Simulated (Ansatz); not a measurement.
Debugging a single point of NaGeO3, space group Pm-3m (the Ansatz DFT code, driven from Python).

`POSCAR_nageo3`
```text
NaGeO3
1.0
   3.76476300    0.00000000    0.00000000
   0.00000000    3.76476300    0.00000000
   0.00000000    0.00000000    3.76476300
Na Ge O
1 1 3
Direct
   0.00000000    0.00000000    0.00000000
   0.50000000    0.50000000    0.50000000
   0.50000000    0.50000000    0.00000000
   0.50000000    0.00000000    0.50000000
   0.00000000    0.50000000    0.50000000
```

`scf_nageo3.py`
```python
# -*- coding: utf-8 -*-
"""Single point of NaGeO3."""

import json

import ansatz as az
from ase.io import read
import matplotlib.pyplot as plt
import numpy as np

FUNCTIONAL = "pbesol"
CUTOFF_EV = 450
KSPACING = 0.29
OCCUPATIONS = "Fermi-Dirac"

atoms = read("POSCAR_nageo3", format="vasp")
xtal = az.Crystal.from_ase(atoms)

# the calculation
setup = (
    xtal.calculation()
    .functional(FUNCTIONAL)
    .basis(CUTOFF_EV)
    .kpoints(spacing=KSPACING)
    .occupations(OCCUPATIONS)
    .compute(density_of_states={"energy_step": 0.1, "nscf_kmesh_spacing": 0.2}, band_table=True)
)
res = setup.run()
summary = res.report

for key in ("converged", "n_iterations", "n_electrons", "n_kpoints", "n_pw", "n_symmetry_ops", "free_energy_ev", "fermi_energy_ev"):
    print(f"{key:18s} {summary[key]}")

keep = ["free_energy_ev", "energy_sigma0_ev", "fermi_energy_ev", "n_iterations", "converged", "magnetization_mub", "n_kpoints"]
with open("nageo3.json", "w") as handle:
    json.dump({key: summary[key] for key in keep}, handle, indent=1)

dos = res.density_of_states
energy = np.asarray(dos.energies_ev) - dos.fermi_ev
top = min(levels[-1] for levels in summary["eigenvalues_ev"]) - dos.fermi_ev  # the computed bands end here
fig, ax = plt.subplots(figsize=(5, 3.2))
for spin, channel in enumerate(dos.channels):
    ax.plot(energy, (-1) ** spin * np.asarray(channel.g_bin_mean_per_ev), lw=1)
ax.axvline(0, color="k", ls=":")
ax.set(xlim=(-8, min(4, top)), xlabel="E - E_F (eV)", ylabel="states/eV", title="NaGeO3")
fig.tight_layout()
fig.savefig("dos.png", dpi=100)
print("states below E_F:", round(float(np.interp(0.0, energy, dos.spin_summed_integrated)), 3))
```

Output of `python scf_nageo3.py`:
```text
converged          True
n_iterations       6
n_electrons        41.0
n_kpoints          20
n_pw               1189
n_symmetry_ops     48
free_energy_ev     -7411.059537416912
fermi_energy_ev    6.44886963521138
Traceback (most recent call last):
  File "scf_nageo3.py", line 39, in <module>
    energy = np.asarray(dos.energies_ev) - dos.fermi_ev
                        ^^^^^^^^^^^^^^^
AttributeError: 'builtin_function_or_method' object has no attribute 'energies_ev'
```

Why does it end like this?

The fault: a method is named but not called. The correction:

```diff
--- before
+++ after
@@ -37,3 +37,3 @@
 
-dos = res.density_of_states
+dos = res.density_of_states()
 energy = np.asarray(dos.energies_ev) - dos.fermi_ev
```

After the fix:

```console
$ python scf_nageo3.py
converged          True
n_iterations       6
n_electrons        41.0
n_kpoints          20
n_pw               1189
n_symmetry_ops     48
free_energy_ev     -7411.059537416912
fermi_energy_ev    6.44886963521138
states below E_F: 41.087
```

`nageo3.json`, as written:
```json
{
 "free_energy_ev": -7411.059537416912,
 "energy_sigma0_ev": -7411.014594110275,
 "fermi_energy_ev": 6.44886963521138,
 "n_iterations": 6,
 "converged": true,
 "magnetization_mub": 0.0,
 "n_kpoints": 20
}
```

Notes:
- Total energies depend on the potentials; only differences at equal settings carry meaning. A total without «per atom» is that of the cell as typed.
- The cell holds an odd number of electrons and is run without spin, so a magnetic state may lie lower.
- The count of states below the Fermi level is interpolated on the energy grid.
- For a metal this k-point mesh is coarse: on a finer one energies can move by several to tens of meV an atom and pressures by half a GPa or more, differences at one mesh by less.
- An absolute Fermi energy rests on an arbitrary zero of the periodic potential and has no direct meaning.
- The structure comes from a database of computed cells and needn't be a stable or known phase.
- The density of states is complete only as far up as bands were computed.
- Hardware and time: 2.4 s on 1 thread of Intel(R) Xeon(R) 6975P-C (Granite Rapids), with other jobs on the host, peak memory 0.49 GiB.

(Lines on the test bed's own set-up are left out of the output.)
